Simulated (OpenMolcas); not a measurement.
**Pr³⁺: CASSCF and CASPT2 terms and fine-structure levels**

Aim: the low terms and levels of Pr³⁺, with their order and spacing, then second-order correlation under several settings.

Method: state-averaged CASSCF and CASPT2, spin-orbit coupling by RASSI with atomic mean-field integrals. Code: OpenMolcas 26.06.

## (1) The atom as given

* Species: Pr³⁺ (praseodymium, Z = 59, 56 electrons)
* Basis: ANO-RCC-VTZP [8s7p5d3f2g1h], 104 functions
* Scalar Hamiltonian: DKH2, point nucleus
* Inactive shells: 1s 2s 2p 3s 3p 3d 4s 4p 4d 5s 5p
* Active space: 2 electrons in 7 orbitals (4f)
* Some configurations of this space: 4f²
* Orbitals: optimised for the highest spin of each parity, averaged over the low roots

The outer shells:

4f2
```
4f [↑ ][↑ ][  ][  ][  ][  ][  ]
```

Each step is its own input file, run in one work folder so that later steps find the files of earlier ones. Labels, J, g values, rates, χT and fits are worked out afterwards by a script from the matrices that RASSI stores.

## (2) Basis and integrals

Contents of a.inp:

```
&GATEWAY
Coord
1

Pr 0.0 0.0 0.0
Basis=ANO-RCC-VTZP
Group=XYZ
NoMove
AngMom=0.0 0.0 0.0
AMFI
&SEWARD
```

Run with:

```bash
OMP_NUM_THREADS=1 MOLCAS_MEM=2252 MOLCAS_PROJECT=a pymolcas a.inp > a.log
```

## (3) CASSCF: triplets of even parity, 21 roots

Contents of a.inp:

```
&RASSCF
FileOrb=start.orb
Symmetry=1
Spin=3
nActEl=2 0 0
Inactive=15 12
Ras2=0 7
CIRoot=21 21 1
SDav=21
CIMx=300
Iter=120 100
PrWF=0.3
OrbListing=Nothing
MaxOrb=0
Atom
>>> COPY $Project.JobIph JOB001
```

start.orb holds the contracted functions of the basis, ordered by shell, or the orbitals of the step before.

## (4) CASSCF: singlets of even parity, 28 roots

Contents of a.inp:

```
&RASSCF
FileOrb=start.orb
Symmetry=1
Spin=1
nActEl=2 0 0
Inactive=15 12
Ras2=0 7
CIRoot=28 28 1
SDav=28
CIMx=300
Iter=120 100
PrWF=0.3
OrbListing=Nothing
MaxOrb=0
Atom
CIOnly
>>> COPY $Project.JobIph JOB002
```

## (5) RASSI: spin-orbit coupling between the states

Contents of a.inp:

```
&RASSI
NrOfJobIphs=2 21 27
1 2 3 4 5 6 7 8 9 10 11 12 13 14 15 16 17 18 19 20 21
1 2 3 4 5 6 7 8 9 10 11 12 13 14 15 16 17 18 19 20 21 22 23 24 25 26 27
IphNames
JOB001
JOB002
EJob
SpinOrbit
DIPRint=1.0
SOCoupling=1000.0
Subsets=2
MEES
Property=10
'ANGMOM' 1 'ANGMOM' 2 'ANGMOM' 3 'MLTPL  1' 1 'MLTPL  1' 2 'MLTPL  1' 3
'AMFI' 1 'AMFI' 2 'AMFI' 3 'MLTPL  2' 6
SOProperty=3
'ANGMOM' 1 'ANGMOM' 2 'ANGMOM' 3
```

## (6) CASPT2: IPEA 0, sigma1 regulariser 0.1 (closed shells correlated: 5s 5p)

Contents of a.inp:

```
>>> COPY JOB001 $Project.JobIph
&CASPT2
Multistate=21 1 2 3 4 5 6 7 8 9 10 11 12 13 14 15 16 17 18 19 20 21
Frozen=14 9
IPEA=0.0
Sig1=0.1
MaxIter=60
WThr=0.0 0.3 0.05
PrWF=0.5
NoMix
>>> COPY JOB002 $Project.JobIph
&CASPT2
Multistate=27 1 2 3 4 5 6 7 8 9 10 11 12 13 14 15 16 17 18 19 20 21 22
23 24 25 26 27
Frozen=14 9
IPEA=0.0
Sig1=0.1
MaxIter=60
WThr=0.0 0.3 0.05
PrWF=0.5
NoMix
```

## (7) CASPT2: IPEA 0.15, real shift 0.2 (closed shells correlated: 5s 5p)

Changes to a.inp since step 6:

```diff
@@ -4,4 +4,4 @@
 Frozen=14 9
-IPEA=0.0
-Sig1=0.1
+IPEA=0.15
+Shift=0.2
 MaxIter=60
@@ -15,4 +15,4 @@
 Frozen=14 9
-IPEA=0.0
-Sig1=0.1
+IPEA=0.15
+Shift=0.2
 MaxIter=60
```

## (8) CASPT2: IPEA 0, imaginary shift 0.05 (closed shells correlated: 4d 5s 5p)

Changes to a.inp since step 7:

```diff
@@ -3,5 +3,5 @@
 Multistate=21 1 2 3 4 5 6 7 8 9 10 11 12 13 14 15 16 17 18 19 20 21
-Frozen=14 9
-IPEA=0.15
-Shift=0.2
+Frozen=9 9
+IPEA=0.0
+Imaginary=0.05
 MaxIter=60
@@ -14,5 +14,5 @@
 23 24 25 26 27
-Frozen=14 9
-IPEA=0.15
-Shift=0.2
+Frozen=9 9
+IPEA=0.0
+Imaginary=0.05
 MaxIter=60
```

(Steps that only read results are left out.)

Q: Predict the outcome of this session. Wanted: lowest level; first excited level; lowest level of another term; spin-orbit lowering of the lowest level; strongest of the lines computed, by gA.

The runs gave:

| quantity | value |
| --- | --- |
| method | SS-CASPT2, IPEA 0, sigma1 regulariser 0.1 (closed shells correlated: 5s 5p) |
| lowest level | 4f² ³H₄, 97 % of that term, g = 0.806 |
| ground level listed by NIST | 3H4 |
| first excited level | 4f² ³H₅ at 0.284 eV |
| lowest level of another term | 4f² ³F₂ at 0.732 eV |
| spin-orbit lowering of the lowest level | 0.3350 eV |
| strongest of the lines computed, by gA (one parity, so forbidden lines), at SS-CASPT2 energies | 4f² ¹I₆ → 4f² ³H₆, 484 nm, A = 6.53e-01 s⁻¹ |

What each method costs and misses:

| method | time of its own steps | time with the reference | mean absolute difference from the measured levels (cm-1) |
| --- | --- | --- | --- |
| A. CASSCF | 33 s | 33 s | 4600 |
| B. SS-CASPT2, IPEA 0, sigma1 regulariser 0.1, +5s 5p | 58 s | 91 s | 1800 |
| C. SS-CASPT2, IPEA 0.15, real shift 0.2, +5s 5p | 55 s | 88 s | 1900 |
| D. SS-CASPT2, IPEA 0, imaginary shift 0.05, +4d 5s 5p | 72 s | 1.7 min | 1200 |

Times are of one thread on a shared host.

The multiplet ³H is regular; its intervals divided by the larger J differ by 14 % of their mean, where Landé's rule for pure LS coupling makes them equal. Second-order correlation (method B) scales the levels of the lowest configuration above 5000 cm⁻¹ by 0.81 to 0.92. Method D lies closest to the measured levels (1200 cm⁻¹ on average) and A farthest (4600). Only the configurations of the active space and the roots asked for are present. The singlets rest on orbitals optimised for another spin in at least one step, which raises them against the optimised states. Not all states of the active space went into the spin-orbit step. CASPT2 does not keep the components of a term degenerate, and the means are used. Levels of other configurations are missing from the list.
